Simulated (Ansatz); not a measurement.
**AlFGeH₄: ionisation energy by level of theory**

Aim: the vertical ionisation energy of AlFGeH₄, as cation minus neutral at the neutral's geometry, on several levels, and how well −ε(HOMO) stands in for it.

Method: unrestricted cation, the program's frozen cores in correlated methods; program: Ansatz 0.2.0, Gaussian basis.

The runs, in order: UKS PBE-D4/def2-TZVPP; UKS r2SCAN-D4/def2-TZVPP; UKS PBE0-D4/def2-TZVPP; UKS B3LYP-D4/def2-TZVPP; UKS wB97X-V/def2-TZVPP; UKS wB97M-V/def2-TZVPP; UKS B2PLYP/def2-TZVPP; UHF-CCSD(T)/def2-TZVPP; UHF-CCSD(T)/def2-QZVPP; extrapolation to the limit; then −ε(HOMO) from the neutral's earlier runs with LDA (SPW92), PBE-D4, revPBE-D4, BLYP-D4, r2SCAN-D4, B97M-V, PBE0-D4, B3LYP-D4, r2SCANh-D4, r2SCAN0-D4, HSE06-D4, BHLYP-D4, CAM-B3LYP-D4, LC-ωPBE, ωB97X-V, ωB97M-V.

### Step 1. Structure used throughout

The geometry comes from an earlier relaxation with PBE0-D4 in a triple-zeta def2 set; it is a stationary point, not always the lowest conformer.

SMILES `[F][AlH][GeH3]`, 7 atoms, charge 0, spin multiplicity 1.

Atoms are counted from 1 here; the program's logs count them from 0.

Bond lengths: F1–Al2 1.652 Å, Al2–Ge3 2.469 Å, Al2–H4 1.581 Å, Ge3–H5 1.542 Å, Ge3–H6 1.538 Å, Ge3–H7 1.540 Å. Angles: F1–Al2–Ge3 116.8°, F1–Al2–H4 116.2°, Ge3–Al2–H4 126.9°, Al2–Ge3–H5 110.5°, Al2–Ge3–H6 112.6°, Al2–Ge3–H7 111.5°, H5–Ge3–H6 107.3°, H5–Ge3–H7 106.7°, H6–Ge3–H7 107.9°.

### Step 2. Cation, UKS PBE-D4/def2-TZVPP

in.yaml reads:

```yaml
crystal:
  periodic: [false, false, false]
  atoms:
    - {symbol: F, position_ang: [-2.002038, -1.487760, 0.716483]}
    - {symbol: Al, position_ang: [-0.491467, -1.327136, 0.066551]}
    - {symbol: Ge, position_ang: [0.428226, 0.960289, -0.065095]}
    - {symbol: H, position_ang: [0.203956, -2.659855, -0.422582]}
    - {symbol: H, position_ang: [0.095684, 1.599173, -1.428005]}
    - {symbol: H, position_ang: [-0.136399, 1.886993, 1.024774]}
    - {symbol: H, position_ang: [1.963338, 0.960195, 0.062272]}
basis:
  gaussian: {orbitals: def2-TZVPP}
total_charge: 1
magnetization: {spin_polarized: true, initial_magnetization: 1}
hamiltonian: {xc: pbe, dispersion: d4}
```

Command:

```
$ ansatz run in.yaml --threads 2 --pin off --events-out ev --progress --plain --max-ram 22528MiB --backend cpu
```

Further steps of the session: Cation, UKS r2SCAN-D4/def2-TZVPP; Cation, UKS PBE0-D4/def2-TZVPP; Cation, UKS B3LYP-D4/def2-TZVPP; Cation, UKS wB97X-V/def2-TZVPP; Cation, UKS wB97M-V/def2-TZVPP; Cation, UKS B2PLYP (frozen core)/def2-TZVPP; Cation, UHF-CCSD(T)/def2-TZVPP; Cation, UHF-CCSD(T)/def2-QZVPP.

**Question.** What will the summary of the whole plan be? Wanted: ionisation energy, CCSD(T)/CBS; nearest functional by difference; nearest −ε(HOMO); −ε(HOMO) of PBE; T1 of the cation.

**Answer**, as computed:

| quantity | value |
| --- | --- |
| ionisation energy, CCSD(T)/CBS | 10.26 eV |
| nearest functional by difference | ωB97X-V (-0.15 eV) |
| nearest −ε(HOMO) | LC-ωPBE (+0.15 eV) |
| −ε(HOMO) of PBE | 6.74 eV |
| T1 of the cation | 0.018 |

In words: By cation minus neutral, the functionals miss by 0.53 eV at most. The PBE orbital energy is 3.5 eV too small: a semilocal HOMO is no ionisation energy. Among orbital estimates LC-ωPBE comes nearest. Hartree-Fock falls 0.80 eV short, as the neutral has more correlation energy than the cation. Correlated methods include outer-core shells of Ge, which these sets cover unevenly. With outer-core shells in play the reference is unsure by up to some tenths of an eV, so close misses can't be ranked.
